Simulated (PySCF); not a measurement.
# ClGeI3 (GeClI3): the cost of one run

Programs: PySCF 2.14.0, with density-fitted response routines of our own. Each step states its level of theory. These are calculated values for one molecule in the gas phase, unless marked as measured. Atoms are numbered from 0 throughout.

## 1. The molecule as given

5 atoms, charge 0, multiplicity 1; geometry from: GFN2-xTB. The atoms were then displaced at random by about 0.03 Å, so the start is not that level's minimum.

Bonds of the start (Å): Ge0–Cl1 2.11, Ge0–I2 2.45, Ge0–I3 2.60, Ge0–I4 2.55.

## 2. Optimising the geometry at PBE0-D3(BJ)/def2-SVP

The job: settings as JSON, then the geometry in Å.

```
{"job": {"xc": "PBE0", "basis": "def2-SVP", "d3": "d3bj", "grid": 1, "maxiter": 40, "shake": 0.03, "kind": "geom"}, "charge": 0, "multiplicity": 1}
Ge     0.061520    -0.077220     0.096330
Cl    -0.008420    -0.029700     2.202200
I      2.337290     0.003510    -0.799420
I     -1.107870     2.089160    -0.755000
I     -1.207670    -2.096230    -0.806230
```

The run is started by

```console
> OMP_NUM_THREADS=1 python probes_run.py task.json out
```

This one command runs all jobs of the session in turn.

**Question.** How long does this first job take on 1 thread of Intel Xeon at 2.50GHz, shared host, and how much memory does it need?

About 4.1 min, with a peak of 0.61 GiB.
